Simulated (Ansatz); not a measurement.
**SnCl3: what a guessed cell relaxes into**

Aim: relax a trial structure of SnCl3 and see where it ends.

Method: DFT PBE, scalar-relativistic, plane waves, PAW, in Ansatz 0.2.0.

### 1 The system as given

Symmetry: I4/mmm, No. 139, tetragonal system. Conventional cell: a = 4.669 Å, b = 4.669 Å, c = 10.381 Å, α = 90.00°, β = 90.00°, γ = 90.00°. Sn (site symmetry 4/mmm) is surrounded by 12 Cl at 3.30 to 3.49 Å. Cl (site symmetry 4/mmm) has 4 Sn at 3.30 Å as nearest neighbours. Around Cl (site symmetry -4m2) lie 8 Cl at 3.30 to 3.49 Å and 4 Sn at 3.49 Å.

Structure file:

```
Sn Cl
1.0
    -2.33455    2.33455    5.19044
     2.33455   -2.33455    5.19044
     2.33455    2.33455   -5.19044
Sn Cl
1 3
Direct
  0.50000 0.50000 0.00000
  0.00000 0.00000 0.00000
  0.75000 0.25000 0.50000
  0.25000 0.75000 0.50000
```

Recipe of the guess: species swapped into a database cell of TaAl3 (I4/mmm, No. 139), with Sn on the Ta sites and Cl on the Al sites. Lengths come from tabulated atomic sizes and are only a guess.

### 2 The guess as it stands, on a coarse mesh

Contents of input.yaml:

```yaml
crystal:
  lattice:
    - [-2.33454921, 2.33454921, 5.19043974]
    - [2.33454921, -2.33454921, 5.19043974]
    - [2.33454921, 2.33454921, -5.19043974]
  atoms:
    - { symbol: Sn, position: [0.5, 0.5, 0.0] }
    - { symbol: Cl, position: [0.0, 0.0, 0.0] }
    - { symbol: Cl, position: [0.75, 0.25, 0.5] }
    - { symbol: Cl, position: [0.25, 0.75, 0.5] }
basis:
  ecutwfc: 420
kpoints:
  mp_grid: { grid: [6, 6, 6] }
hamiltonian:
  xc: pbe
scf:
  occupations: { method: gaussian, width: 0.1 }
  lower_state_search: "off"
output:
  forces: true
  stress: true
  eigenvalues: true
```

Started as:

```sh
$ ansatz run input.yaml --threads 1 --pin off --max-ram 2560MiB --backend cpu --events-out ev --progress --plain --runs-dir out
```

Standard output, cut to the lines that bear on the results:

```text
Warning: RAYON_NUM_THREADS=1 ignored (pool sized by the plan → 1); use --threads N
[...]
Pseudopotentials: kind: paw
Pseudopotential: Sn, paw, valence charge 14, recommended cutoff 420 eV (normal), Sn.paw.azcp
Pseudopotential: Cl, paw, valence charge 7, recommended cutoff 420 eV (normal), Cl.paw.azcp
Functional definition: PBE
[...]
Crystal: 4 atoms, lattice volume = 113.154 Å³
Basis set: ecut = 420 eV, 2185 PW (Γ), exchange–correlation on 90×90×90 points (8 copies of the dense FFT grid, shifted against one another)
Bands: 22, of which v1, the nominal top of the filled ones, is band 18 counted from 1 (17 counted from 0)
Symmetry: 16 space group operations
Space group: I4/mmm (ITA 139), of the structure as read, at distance tolerance 4.8e-5 Å
[...]
SCF converged after 10 iterations
Free energy (F): -9263.700271 eV
[...]
E sigma→0 (E₀):  -9263.679171 eV
Entropy (-TS):   -0.042201 eV (-10.550 meV/atom)
Fermi energy:    2.827479 eV
[...]
--- Forces (eV/Å), atoms counted from 1 ---
  atom   1  Sn    -0.00000000     0.00000000     0.00000000
  atom   2  Cl    -0.00000000     0.00000000     0.00000000
  atom   3  Cl    -0.00000000     0.00000000     0.00000000
  atom   4  Cl     0.00000000     0.00000000     0.00000000
[...]
--- Stress (GPa, compression-positive) ---
       -5.466032      -0.000000       0.000000
       -0.000000      -5.466032       0.000000
        0.000000       0.000000      -3.469695
  P = ⅓ Tr σ = -4.8006 GPa (-48.006 kbar)
--- Band table (eV; the first three rows and the last of 30) ---
[... band rows left out ...]
[...]
```

Run time: 2.5 s. Hardware: 1 thread of Intel Xeon 6975P-C (Granite Rapids), shared host; peak memory 0.44 GiB.

Read-out: pressure -4.8 GPa, largest force 0.00 eV/Å, gap on this mesh none (metal). A guess like this is first relaxed loosely on the coarse mesh.

### 3 A loose first relaxation

Changes to input.yaml since step 2:

```diff
@@ -23 +23,6 @@
   eigenvalues: true
+relax:
+  adjacent_minimum: "off"
+  f_tol: 0.04
+  max_steps: 70
+  cell: { stress_tol: 0.4 }
```

Started as:

```sh
$ ansatz run input.yaml --threads 1 --pin off --max-ram 2560MiB --backend cpu --events-out ev --progress --plain --runs-dir out
```

Standard output:

```text
Warning: RAYON_NUM_THREADS=1 ignored (pool sized by the plan → 1); use --threads N
Engine: ansatz 0.2.0, x86_64-unknown-linux-gnu
[... 4 set-up lines as earlier in the session ...]
  parameter kappa = 0.804
  parameter beta = 0.06672455060314922
  exchange = pbe_x(kappa = kappa, mu = beta*pi^2/3)
  correlation = pbe_c(beta = beta)
Crystal: 4 atoms, lattice volume = 113.154 Å³
Basis set: ecut = 420 eV, 2185 PW (Γ), exchange–correlation on 90×90×90 points (8 copies of the dense FFT grid, shifted against one another)
Bands: 22, of which v1, the nominal top of the filled ones, is band 18 counted from 1 (17 counted from 0)
[... 2 set-up lines as earlier in the session ...]
k-points: 30 of 216
Non-local potential: Sn, projectors of the file, l = 0: 2, l = 1: 2, l = 2: 2, l = 3: 2
Non-local potential: Cl, projectors of the file, l = 0: 2, l = 1: 2, l = 2: 2
PAW form: soft (Blöchl's): semilocal exchange-correlation on the pseudo side does not see the compensation charge
PAW one-centre angular grid: Sn, 590 points (default); XC on 64 Gauss nodes
PAW one-centre angular grid: Cl, 110 points (default); XC on 64 Gauss nodes
Initial density: superposition of atomic densities (neutral atoms: chi_scale 0, normalization atom), corrected by the library's trained network
Initial wavefunctions: pseudopotential atomic-orbital guess
Functional: x = pbe(κ = 0.804, μ = 0.2195149727645171), c = pbe(β = 0.06672455060314922)
SCF iter   1: F=—  HF=-9263.721358 eV  |F-HF|=—  |Δ(HF+E_count)|=         —  Δρ=7.71e-3  dr2=1.48e-1  ethr=1.77e-3  ⟨swp⟩=7.0  Hψ=3354  notcnv=0
preconditioner: auto → Kerker (q_TF=auto, 2.244 Å⁻¹)  [metal: Δε(μ)=0.041 eV  Ē_g=8.635 eV  σ=0.100 eV  W_gap=0.23  n_scr=14 (ndim 8)  ℏωp=17.5 eV  f_vac=0.001  D(μ)=5.70/eV (n_scr^D=44)]
SCF iter   2: F=—  HF=-9263.702452 eV  |F-HF|=—  |Δ(HF+E_count)|=   1.89e-2  Δρ=2.14e-3  dr2=1.93e-2  ethr=4.22e-4  ⟨swp⟩=1.0  Hψ=901  notcnv=0
SCF iter   3: F=—  HF=-9263.700681 eV  |F-HF|=—  |Δ(HF+E_count)|=   1.77e-3  Δρ=1.50e-3  dr2=2.02e-3  ethr=5.52e-5  ⟨swp⟩=1.0  Hψ=660  notcnv=0
SCF iter   4: F=—  HF=-9263.700885 eV  |F-HF|=—  |Δ(HF+E_count)|=   2.05e-4  Δρ=1.68e-3  dr2=7.53e-3  ethr=5.78e-6  ⟨swp⟩=2.0  Hψ=989  notcnv=0  recentre
SCF iter   5: F=—  HF=-9263.700333 eV  |F-HF|=—  |Δ(HF+E_count)|=   5.53e-4  Δρ=5.90e-4  dr2=3.94e-4  ethr=5.78e-6  ⟨swp⟩=2.0  Hψ=879  notcnv=0
SCF iter   6: F=—  HF=-9263.700240 eV  |F-HF|=—  |Δ(HF+E_count)|=   9.27e-5  Δρ=3.02e-4  dr2=9.29e-5  ethr=1.13e-6  ⟨swp⟩=2.0  Hψ=976  notcnv=0
SCF iter   7: F=—  HF=-9263.700271 eV  |F-HF|=—  |Δ(HF+E_count)|=   3.11e-5  Δρ=3.31e-5  dr2=2.13e-6  ethr=2.65e-7  ⟨swp⟩=1.9  Hψ=931  notcnv=0
SCF iter   8: F=—  HF=-9263.700271 eV  |F-HF|=—  |Δ(HF+E_count)|=   1.51e-7  Δρ=1.92e-5  dr2=6.82e-7  ethr=6.08e-9  ⟨swp⟩=2.6  Hψ=1174  notcnv=0
SCF iter   9: F=—  HF=-9263.700271 eV  |F-HF|=—  |Δ(HF+E_count)|=   1.25e-8  Δρ=1.17e-5  dr2=3.41e-7  ethr=1.95e-9  ⟨swp⟩=1.7  Hψ=809  notcnv=0
SCF iter  10: F=-9263.700271 eV  HF=-9263.700271 eV  |F-HF|=3.66e-8  |Δ(HF+E_count)|=   2.03e-8  Δρ=4.24e-6  dr2=4.30e-8  ethr=2.86e-10  ⟨swp⟩=3.5  Hψ=2456  notcnv=0
SCF 1 converged in 10 iterations: F = -9263.700271 eV  dr2 = 4.30e-8
relax step   1: F+E_penalty+E_count = -9263.70027142 eV  Δ(F+E_penalty+E_count) = +0.000e0 eV  max|allowed force component| = 1.561e-17 eV/Å  Δτ_max = 0.0000 Å  P = -4.801 GPa  Ω = 113.154 Å³  (10 SCF iters, dr2 threshold 1.00e-7 eV, accepted)
Crystal: 4 atoms, lattice volume = 100.461 Å³
Basis set: ecut = 420 eV, 1985 PW (Γ), exchange–correlation on 90×90×90 points (8 copies of the dense FFT grid, shifted against one another)
Initial density: handed on by an earlier stage of this run
Initial wavefunctions: those handed on with the density
iter 1 solved again at ethr=4.08e-4 eV; its pass at ethr=3.10e-3 eV (dr2=1.43e-1 eV) is discarded
SCF iter   1: F=—  HF=-9264.078997 eV  |F-HF|=—  |Δ(HF+E_count)|=         —  Δρ=7.66e-3  dr2=1.39e-1  ethr=4.08e-4  ⟨swp⟩=1.0  Hψ=3848  notcnv=0
preconditioner: auto → Kerker (q_TF=auto, 2.289 Å⁻¹)  [metal: Δε(μ)=0.052 eV  Ē_g=13.858 eV  σ=0.100 eV  W_gap=0.28  n_scr=14 (ndim 8)  ℏωp=21.9 eV  f_vac=0.000  D(μ)=3.74/eV (n_scr^D=32)]
SCF iter   2: F=—  HF=-9264.054254 eV  |F-HF|=—  |Δ(HF+E_count)|=   2.47e-2  Δρ=4.42e-3  dr2=6.22e-2  ethr=3.98e-4  ⟨swp⟩=1.0  Hψ=660  notcnv=0
SCF iter   3: F=—  HF=-9264.039404 eV  |F-HF|=—  |Δ(HF+E_count)|=   1.49e-2  Δρ=4.04e-3  dr2=2.38e-2  ethr=1.78e-4  ⟨swp⟩=2.7  Hψ=993  notcnv=0
SCF iter   4: F=—  HF=-9264.037489 eV  |F-HF|=—  |Δ(HF+E_count)|=   1.92e-3  Δρ=1.75e-3  dr2=7.45e-3  ethr=6.81e-5  ⟨swp⟩=1.0  Hψ=901  notcnv=0
SCF iter   5: F=—  HF=-9264.036624 eV  |F-HF|=—  |Δ(HF+E_count)|=   8.64e-4  Δρ=1.20e-3  dr2=3.87e-3  ethr=2.13e-5  ⟨swp⟩=1.0  Hψ=660  notcnv=0
SCF iter   6: F=—  HF=-9264.035994 eV  |F-HF|=—  |Δ(HF+E_count)|=   6.30e-4  Δρ=5.26e-4  dr2=7.06e-4  ethr=1.11e-5  ⟨swp⟩=1.0  Hψ=660  notcnv=0
SCF iter   7: F=—  HF=-9264.035903 eV  |F-HF|=—  |Δ(HF+E_count)|=   9.13e-5  Δρ=2.13e-4  dr2=1.09e-4  ethr=2.02e-6  ⟨swp⟩=1.0  Hψ=660  notcnv=0
SCF iter   8: F=—  HF=-9264.035938 eV  |F-HF|=—  |Δ(HF+E_count)|=   3.58e-5  Δρ=2.24e-5  dr2=1.30e-6  ethr=3.10e-7  ⟨swp⟩=1.0  Hψ=660  notcnv=0
SCF iter   9: F=-9264.035938 eV  HF=-9264.035938 eV  |F-HF|=1.03e-7  |Δ(HF+E_count)|=   2.18e-8  Δρ=8.08e-6  dr2=1.32e-7  ethr=1.14e-9  ⟨swp⟩=7.1  Hψ=3033  notcnv=0
SCF 2 converged in 9 iterations: F = -9264.035938 eV  dr2 = 1.32e-7
relax step   2: F+E_penalty+E_count = -9264.03593836 eV  Δ(F+E_penalty+E_count) = -3.357e-1 eV  max|allowed force component| = 9.541e-18 eV/Å  Δτ_max = 0.0000 Å  P = -2.469 GPa  Ω = 100.461 Å³  energy of the carried Pulay correction = +6.173e-4 eV  (9 SCF iters, dr2 threshold 4.00e-7 eV, accepted)
Crystal: 4 atoms, lattice volume = 91.406 Å³
Basis set: ecut = 420 eV, 1757 PW (Γ), exchange–correlation on 90×90×90 points (8 copies of the dense FFT grid, shifted against one another)
iter 1 solved again at ethr=1.07e-4 eV; its pass at ethr=3.10e-3 eV (dr2=3.75e-2 eV) is discarded
SCF iter   1: F=—  HF=-9264.170000 eV  |F-HF|=—  |Δ(HF+E_count)|=         —  Δρ=4.24e-3  dr2=3.70e-2  ethr=1.07e-4  ⟨swp⟩=1.1  Hψ=4332  notcnv=0
preconditioner: auto → Kerker (q_TF=auto, 2.325 Å⁻¹)  [metal: Δε(μ)=0.082 eV  Ē_g=14.201 eV  σ=0.100 eV  W_gap=0.42  n_scr=14 (ndim 8)  ℏωp=23.0 eV  f_vac=0.000  D(μ)=2.21/eV (n_scr^D=10)]
SCF iter   2: F=—  HF=-9264.162635 eV  |F-HF|=—  |Δ(HF+E_count)|=   7.37e-3  Δρ=2.75e-3  dr2=1.81e-2  ethr=1.06e-4  ⟨swp⟩=1.0  Hψ=660  notcnv=0
SCF iter   3: F=—  HF=-9264.155726 eV  |F-HF|=—  |Δ(HF+E_count)|=   6.91e-3  Δρ=7.38e-4  dr2=1.56e-3  ethr=5.17e-5  ⟨swp⟩=2.4  Hψ=886  notcnv=0
SCF iter   4: F=—  HF=-9264.155234 eV  |F-HF|=—  |Δ(HF+E_count)|=   4.91e-4  Δρ=3.22e-4  dr2=2.22e-4  ethr=4.47e-6  ⟨swp⟩=2.7  Hψ=1387  notcnv=0
SCF iter   5: F=—  HF=-9264.155258 eV  |F-HF|=—  |Δ(HF+E_count)|=   2.39e-5  Δρ=1.07e-4  dr2=2.91e-5  ethr=6.34e-7  ⟨swp⟩=2.1  Hψ=1075  notcnv=0
SCF iter   6: F=—  HF=-9264.155260 eV  |F-HF|=—  |Δ(HF+E_count)|=   1.60e-6  Δρ=3.56e-5  dr2=2.57e-6  ethr=8.31e-8  ⟨swp⟩=2.0  Hψ=929  notcnv=0
SCF iter   7: F=-9264.155260 eV  HF=-9264.155260 eV  |F-HF|=2.77e-8  |Δ(HF+E_count)|=   2.97e-7  Δρ=1.02e-5  dr2=1.15e-7  ethr=1.14e-9  ⟨swp⟩=7.3  Hψ=3422  notcnv=0
SCF 3 converged in 7 iterations: F = -9264.155260 eV  dr2 = 1.15e-7
relax step   3: F+E_penalty+E_count = -9264.15526013 eV  Δ(F+E_penalty+E_count) = -1.193e-1 eV  max|allowed force component| = 6.939e-18 eV/Å  Δτ_max = 0.0000 Å  P = +1.113 GPa  Ω = 91.406 Å³  energy of the carried Pulay correction = +1.097e-3 eV  (7 SCF iters, dr2 threshold 4.00e-7 eV, accepted)
Crystal: 4 atoms, lattice volume = 93.147 Å³
Basis set: ecut = 420 eV, 1797 PW (Γ), exchange–correlation on 90×90×90 points (8 copies of the dense FFT grid, shifted against one another)
iter 1 solved again at ethr=9.61e-6 eV; its pass at ethr=3.10e-3 eV (dr2=3.36e-3 eV) is discarded
SCF iter   1: F=—  HF=-9264.169506 eV  |F-HF|=—  |Δ(HF+E_count)|=         —  Δρ=1.03e-3  dr2=3.37e-3  ethr=9.61e-6  ⟨swp⟩=2.2  Hψ=4127  notcnv=0
preconditioner: auto → Kerker (q_TF=auto, 2.318 Å⁻¹)  [metal: Δε(μ)=0.089 eV  Ē_g=14.124 eV  σ=0.100 eV  W_gap=0.45  n_scr=14 (ndim 8)  ℏωp=22.8 eV  f_vac=0.000  D(μ)=2.33/eV (n_scr^D=14)]
SCF iter   2: F=—  HF=-9264.168835 eV  |F-HF|=—  |Δ(HF+E_count)|=   6.70e-4  Δρ=6.44e-4  dr2=1.61e-3  ethr=9.61e-6  ⟨swp⟩=1.0  Hψ=660  notcnv=0
SCF iter   3: F=—  HF=-9264.168239 eV  |F-HF|=—  |Δ(HF+E_count)|=   5.96e-4  Δρ=2.29e-4  dr2=2.14e-4  ethr=4.60e-6  ⟨swp⟩=2.5  Hψ=873  notcnv=0
SCF iter   4: F=—  HF=-9264.168205 eV  |F-HF|=—  |Δ(HF+E_count)|=   3.39e-5  Δρ=9.11e-5  dr2=1.94e-5  ethr=6.10e-7  ⟨swp⟩=2.1  Hψ=982  notcnv=0
SCF iter   5: F=—  HF=-9264.168203 eV  |F-HF|=—  |Δ(HF+E_count)|=   2.46e-6  Δρ=3.85e-5  dr2=2.80e-6  ethr=5.53e-8  ⟨swp⟩=2.4  Hψ=1084  notcnv=0
SCF iter   6: F=-9264.168203 eV  HF=-9264.168203 eV  |F-HF|=4.18e-8  |Δ(HF+E_count)|=   3.59e-9  Δρ=1.15e-5  dr2=1.91e-7  ethr=1.14e-9  ⟨swp⟩=4.9  Hψ=3259  notcnv=0
SCF 4 converged in 6 iterations: F = -9264.168203 eV  dr2 = 1.91e-7
relax step   4: F+E_penalty+E_count = -9264.16820290 eV  Δ(F+E_penalty+E_count) = -1.294e-2 eV  max|allowed force component| = 2.689e-17 eV/Å  Δτ_max = 0.0000 Å  P = +0.396 GPa  Ω = 93.147 Å³  energy of the carried Pulay correction = +9.961e-4 eV  (6 SCF iters, dr2 threshold 4.00e-7 eV, accepted)
Crystal: 4 atoms, lattice volume = 94.133 Å³
Basis set: ecut = 420 eV, 1805 PW (Γ), exchange–correlation on 90×90×90 points (8 copies of the dense FFT grid, shifted against one another)
iter 1 solved again at ethr=4.10e-6 eV; its pass at ethr=3.10e-3 eV (dr2=1.43e-3 eV) is discarded
SCF iter   1: F=—  HF=-9264.171452 eV  |F-HF|=—  |Δ(HF+E_count)|=         —  Δρ=6.97e-4  dr2=1.48e-3  ethr=4.10e-6  ⟨swp⟩=2.0  Hψ=3916  notcnv=0
preconditioner: auto → Kerker (q_TF=auto, 2.314 Å⁻¹)  [metal: Δε(μ)=0.089 eV  Ē_g=14.088 eV  σ=0.100 eV  W_gap=0.45  n_scr=14 (ndim 8)  ℏωp=22.6 eV  f_vac=0.000  D(μ)=2.29/eV (n_scr^D=10)]
SCF iter   2: F=—  HF=-9264.171163 eV  |F-HF|=—  |Δ(HF+E_count)|=   2.90e-4  Δρ=4.19e-4  dr2=6.93e-4  ethr=4.10e-6  ⟨swp⟩=1.0  Hψ=660  notcnv=0
SCF iter   3: F=—  HF=-9264.170921 eV  |F-HF|=—  |Δ(HF+E_count)|=   2.41e-4  Δρ=1.56e-4  dr2=1.03e-4  ethr=1.98e-6  ⟨swp⟩=2.6  Hψ=893  notcnv=0
SCF iter   4: F=—  HF=-9264.170923 eV  |F-HF|=—  |Δ(HF+E_count)|=   1.07e-6  Δρ=6.28e-5  dr2=8.83e-6  ethr=2.94e-7  ⟨swp⟩=2.1  Hψ=968  notcnv=0
SCF iter   5: F=—  HF=-9264.170921 eV  |F-HF|=—  |Δ(HF+E_count)|=   1.39e-6  Δρ=2.68e-5  dr2=1.23e-6  ethr=2.52e-8  ⟨swp⟩=2.3  Hψ=1106  notcnv=0
SCF iter   6: F=-9264.170921 eV  HF=-9264.170921 eV  |F-HF|=2.70e-8  |Δ(HF+E_count)|=   3.72e-8  Δρ=7.53e-6  dr2=8.04e-8  ethr=1.14e-9  ⟨swp⟩=7.2  Hψ=3269  notcnv=0
SCF 5 converged in 6 iterations: F = -9264.170921 eV  dr2 = 8.04e-8
relax step   5: F+E_penalty+E_count = -9264.17092123 eV  Δ(F+E_penalty+E_count) = -2.718e-3 eV  max|allowed force component| = 1.388e-17 eV/Å  Δτ_max = 0.0000 Å  P = +0.057 GPa  Ω = 94.133 Å³  energy of the carried Pulay correction = +9.387e-4 eV  (6 SCF iters, dr2 threshold 4.00e-7 eV, accepted)
Initial wavefunctions: pseudopotential atomic-orbital guess (no wavefunctions were taken with the density)
iter 1 solved again at ethr=2.19e-7 eV; its pass at ethr=3.10e-3 eV (dr2=7.66e-5 eV) is discarded
SCF iter   1: F=—  HF=-9264.170143 eV  |F-HF|=—  |Δ(HF+E_count)|=         —  Δρ=8.40e-5  dr2=9.01e-7  ethr=2.19e-7  ⟨swp⟩=3.8  Hψ=5350  notcnv=0
preconditioner: auto → Kerker (q_TF=auto, 2.314 Å⁻¹)  [metal: Δε(μ)=0.089 eV  Ē_g=14.086 eV  σ=0.100 eV  W_gap=0.44  n_scr=14 (ndim 8)  ℏωp=22.6 eV  f_vac=0.000  D(μ)=2.27/eV (n_scr^D=10)]
SCF iter   2: F=—  HF=-9264.170211 eV  |F-HF|=—  |Δ(HF+E_count)|=   6.73e-5  Δρ=4.32e-5  dr2=2.47e-7  ethr=2.57e-9  ⟨swp⟩=2.0  Hψ=1029  notcnv=0
SCF iter   3: F=—  HF=-9264.170212 eV  |F-HF|=—  |Δ(HF+E_count)|=   1.05e-6  Δρ=8.41e-6  dr2=2.55e-8  ethr=7.05e-10  ⟨swp⟩=2.0  Hψ=1111  notcnv=0
SCF iter   4: F=—  HF=-9264.170212 eV  |F-HF|=—  |Δ(HF+E_count)|=   3.73e-8  Δρ=1.26e-6  dr2=3.90e-9  ethr=7.30e-11  ⟨swp⟩=2.5  Hψ=1132  notcnv=0
SCF iter   5: F=-9264.170212 eV  HF=-9264.170212 eV  |F-HF|=3.27e-10  |Δ(HF+E_count)|=  6.18e-10  Δρ=4.15e-7  dr2=6.39e-10  ethr=7.31e-12  ⟨swp⟩=5.3  Hψ=2522  notcnv=0
SCF 6 converged in 5 iterations: F = -9264.170212 eV  dr2 = 6.39e-10
relax step   6: F+E_penalty+E_count = -9264.17021166 eV  Δ(F+E_penalty+E_count) = +7.096e-4 eV  max|allowed force component| = 1.388e-17 eV/Å  Δτ_max = 0.0000 Å  P = +0.054 GPa  Ω = 94.133 Å³  stress off target by 8.02e-2 GPa  SCF on the basis re-selected at this cell (its energy is not comparable with the rows above)  (5 SCF iters)
basis re-selected at this cell: Δ(F+E_penalty+E_count) = +7.096e-4 eV, ΔP = -0.003 GPa vs the last step (what re-selecting the basis moved, of the pressure what is left beyond the Pulay correction that the steps carried, after the strain that the cell walked since its last selection, with what the two solves' SCF thresholds leave and, on support functions, any second-order correction that the steps lacked; it is no measure of the basis error at this ecutwfc). This SCF's stress stands 8.02e-2 GPa from its target on what of the cell is left free (relax.cell.stress_tol is 4.00e-1 GPa) and its largest allowed force component is 1.39e-17 eV/Å (relax.f_tol is 4.00e-2 eV/Å): within both
SCF converged after 5 iterations
Free energy (F): -9264.170212 eV
Harris-Foulkes:  -9264.170212 eV  (|F-HF|=3.27e-10)
Internal energy: -9264.158884 eV  (E = F + TS)
E sigma→0 (E₀):  -9264.164548 eV
Entropy (-TS):   -0.011327 eV (-2.832 meV/atom)
Fermi energy:    5.342549 eV
--- Per-component energies (eV) ---
  E_band       = -162.328127
  E_kinetic    = 662.987278
  E_local      = -1564.924504  (includes V_loc(G=0)·N_el)
  E_nonlocal   = 52.328269
  E_hartree    = 741.226792
  E_xc         = -702.627829
  E_vxc        = -459.644444  (∫ρ·V_xc dr)
  E_paw        = -6107.580088  (= ΣΔE_a)
  E_vpaw       = -335.528756  (= ΣTr[D̂ρ^β])
  E_aug_tail   = 0.000271  (compensation charges beyond the density's cutoff)
  E_ewald      = -2345.569074
  E_smearing   = -0.011327  (= −TS)
  E_closure    = 0.000000  (closes the sum)
  Σ components = -9264.170212   (vs F -9264.170212, Δ=0.00e0)
--- Forces (eV/Å), atoms counted from 1 ---
  atom   1  Sn     0.00000000     0.00000000    -0.00000000
  atom   2  Cl    -0.00000000     0.00000000     0.00000000
  atom   3  Cl     0.00000000     0.00000000     0.00000000
  atom   4  Cl     0.00000000     0.00000000    -0.00000000
  max |Σ_I F_I| component: 1.39e-17 eV/Å
--- Stress (GPa, compression-positive) ---
        0.041076       0.000000       0.000000
        0.000000       0.041076      -0.000000
        0.000000       0.000000       0.080232
  P = ⅓ Tr σ = 0.0541 GPa (0.541 kbar)
--- Band table (eV; the first three rows and the last of 30) ---
  k-point 0: bands = ["-16.1866", "-16.1706", "-16.1677", "-16.1677", "-16.1515", "-9.7549", "-8.6298", "-7.7000", "0.0128", "0.9540", "2.1927", "2.1927", "2.2486", "2.2486", "3.8228", "4.5981", "5.2817", "5.2817", "8.8562", "10.0242", "10.0242", "12.3366"]
  k-point 1: bands = ["-16.1830", "-16.1688", "-16.1686", "-16.1657", "-16.1551", "-9.5494", "-8.5871", "-7.9204", "-0.6127", "1.2832", "1.6790", "1.7828", "2.9618", "3.2840", "4.0458", "4.2779", "4.6210", "5.4116", "8.0198", "8.9031", "10.0519", "13.3484"]
  k-point 2: bands = ["-16.1770", "-16.1710", "-16.1703", "-16.1655", "-16.1558", "-9.0698", "-8.5136", "-8.3104", "-0.8314", "0.8951", "1.1242", "1.8927", "2.2095", "3.4116", "4.1747", "4.3316", "4.7171", "5.6728", "8.1899", "8.5304", "10.2521", "13.6118"]
  k-point 29: bands = ["-16.1861", "-16.1709", "-16.1676", "-16.1676", "-16.1515", "-9.3809", "-9.0851", "-7.7030", "-0.7288", "1.5507", "1.5507", "3.0306", "3.0306", "3.2091", "3.7471", "3.9923", "5.3229", "5.3229", "7.9681", "10.2253", "10.2253", "11.1020"]
--- Relaxed structure (5 steps of the walk, 5 accepted, 1 SCFs on fresh bases) ---
  F+E_penalty+E_count = -9264.17021166 eV   max|allowed force component| = 1.388e-17 eV/Å   (the final SCF, on the basis selected at the relaxed cell)
  cell:  # Å, volume = 94.1335 Å³
    - [-2.1103647666277885, 2.110364766627789, 5.284075315009643]
    - [2.1103647666277885, -2.110364766627789, 5.284075315009643]
    - [2.1103647666277885, 2.110364766627789, -5.284075315009643]
  atoms:
    - { symbol: Sn, position: [0.49999999999999994, 0.49999999999999994, -1.1394648874492577e-34] }
    - { symbol: Cl, position: [1.662770411567635e-35, -1.2484153174036708e-34, -1.1053291093080387e-34] }
    - { symbol: Cl, position: [0.7499999999999998, 0.25, 0.4999999999999999] }
    - { symbol: Cl, position: [0.25, 0.7499999999999999, 0.49999999999999994] }
```

It took 15 s on 1 thread of Intel Xeon 6975P-C (Granite Rapids), shared host; peak memory 0.47 GiB.

Step by step:

| step | E - E(step 1) (eV/cell) | largest force component (eV/Å) | pressure (GPa) | volume (Å³) |
| --- | --- | --- | --- | --- |
| 1 | 0.0000 | 0.0000 | -4.80 | 113.15 |
| 2 | -0.3357 | 0.0000 | -2.47 | 100.46 |
| 3 | -0.4550 | 0.0000 | 1.11 | 91.41 |
| 4 | -0.4679 | 0.0000 | 0.40 | 93.15 |
| 5 | -0.4707 | 0.0000 | 0.06 | 94.13 |
| 6 | -0.4699 | 0.0000 | 0.05 | 94.13 |

Step 1 is the start. Step 6 repeats the geometry before it on a plane-wave basis chosen anew for that cell, so its energy need not be comparable with the rows above.

Lengths and angles in the start's conventional setting:

|  | before | after | change |
| --- | --- | --- | --- |
| a (Å) | 4.669 | 4.221 | -9.6 % |
| b (Å) | 4.669 | 4.221 | -9.6 % |
| c (Å) | 10.381 | 10.568 | +1.8 % |
| volume (Å³/atom) | 28.29 | 23.53 | -16.8 % |
| shortest distance (Å) | 3.302 | 2.985 | -9.6 % |
| space group (0.01 Å) | I4/mmm | I4/mmm | same |

Forces and stress were held to the start's 16 operations: a distortion of lower symmetry was not tested.

(Part 1 of 2 ends here.)
